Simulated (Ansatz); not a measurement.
# C3H10Si2: molecular dynamics

The plan is to follow the molecule's vibrations and see whether its bonds hold. The start is relaxed first. Runs: 300 steps of 0.25 fs under a Langevin thermostat, set from 300 K to 75 K by a schedule. SMILES of the start: CC=C([SiH3])[SiH3].

Method: RKS PBE-D4/STO-3G, in Ansatz 0.2.0.

## (1) The starting structure

Bond lengths: C1–C2 1.537 Å, C2–C3 1.340 Å, C3–Si4 1.918 Å, C3–Si5 1.861 Å, C1–H6 1.083 Å, C1–H7 1.048 Å, C1–H8 1.089 Å, C2–H9 1.115 Å, Si4–H10 1.416 Å, Si4–H11 1.496 Å, Si4–H12 1.487 Å, Si5–H13 1.457 Å, Si5–H14 1.451 Å, Si5–H15 1.491 Å. Angles (14 of 24 angles, heavy atoms first): C1–C2–C3 127.3°, C2–C3–Si4 129.1°, C2–C3–Si5 124.7°, Si4–C3–Si5 106.1°, C1–C2–H9 114.0°, C3–C2–H9 118.7°, C2–C1–H6 106.9°, C2–C1–H7 114.1°, C2–C1–H8 104.2°, C3–Si4–H10 112.5°, C3–Si4–H11 104.8°, C3–Si4–H12 108.4°, C3–Si5–H13 112.6°, C3–Si5–H14 111.3°.

Coordinates:

```xyz
15

C    -1.0296   -1.4160    1.5027
C    -0.8948   -0.0502    0.8114
C    -0.0200    0.2925   -0.1443
Si    1.4047   -0.7413   -0.9059
Si    0.1036    1.9846   -0.9102
H    -0.9097   -1.2439    2.5653
H    -0.3837   -2.1504    1.1269
H    -2.0678   -1.6986    1.3351
H    -1.5986    0.7244    1.1970
H     2.5845    0.0181   -1.0948
H     0.8434   -1.2815   -2.1825
H     1.6832   -1.8929   -0.0069
H     1.3182    2.6889   -0.5200
H    -0.0211    1.9202   -2.3539
H    -1.0340    2.7954   -0.3904
```

## (2) Relaxing the start

File input.yaml:

```yaml
crystal:
  periodic: [false, false, false]
  atoms:
    - { symbol: C, position_ang: [-1.0296, -1.416, 1.5027] }
    - { symbol: C, position_ang: [-0.8948, -0.0502, 0.8114] }
    - { symbol: C, position_ang: [-0.02, 0.2925, -0.1443] }
    - { symbol: Si, position_ang: [1.4047, -0.7413, -0.9059] }
    - { symbol: Si, position_ang: [0.1036, 1.9846, -0.9102] }
    - { symbol: H, position_ang: [-0.9097, -1.2439, 2.5653] }
    - { symbol: H, position_ang: [-0.3837, -2.1504, 1.1269] }
    - { symbol: H, position_ang: [-2.0678, -1.6986, 1.3351] }
    - { symbol: H, position_ang: [-1.5986, 0.7244, 1.197] }
    - { symbol: H, position_ang: [2.5845, 0.0181, -1.0948] }
    - { symbol: H, position_ang: [0.8434, -1.2815, -2.1825] }
    - { symbol: H, position_ang: [1.6832, -1.8929, -0.0069] }
    - { symbol: H, position_ang: [1.3182, 2.6889, -0.52] }
    - { symbol: H, position_ang: [-0.0211, 1.9202, -2.3539] }
    - { symbol: H, position_ang: [-1.034, 2.7954, -0.3904] }
basis:
  gaussian: { orbitals: STO-3G }
hamiltonian:
  xc: pbe
  dispersion: d4
relax:
  f_tol: 0.02
  max_steps: 40
scf:
  lower_state_search: "off"
```

On the command line:

```console
$ ansatz run input.yaml --threads 1 --pin off --max-ram 2048MiB --backend cpu --events-out ev --progress --plain --runs-dir out
```

Further steps of the session: Dynamics.

Before running it: what results should come out? Wanted: relaxation of the start; temperature, first and last step; temperature, second half; potential energy, second half; bonds formed or broken.

As calculated:

| quantity | value |
| --- | --- |
| relaxation of the start | 19 moves, 0.461 eV lower |
| length | 300 steps of 0.25 fs |
| temperature, first and last step | 280 and 164 K |
| temperature, second half | mean 164 K, from 112 to 244 K |
| potential energy, second half | +16 meV/atom from the start |
| bonds formed or broken | 0 |

What this shows: Under a schedule from 300 to 75 K over 75 fs, the atoms average 142 K over the last tenth of the run. Such a rate, of order 10^15 K/s, is far beyond any furnace or quench, and the atoms lag the set-point. No bond forms or breaks. Averages from a run of 75 fs with 15 atoms are rough. The nuclei move classically, without zero-point motion, which matters most for hydrogen. The basis is very small, so the numbers are rough.
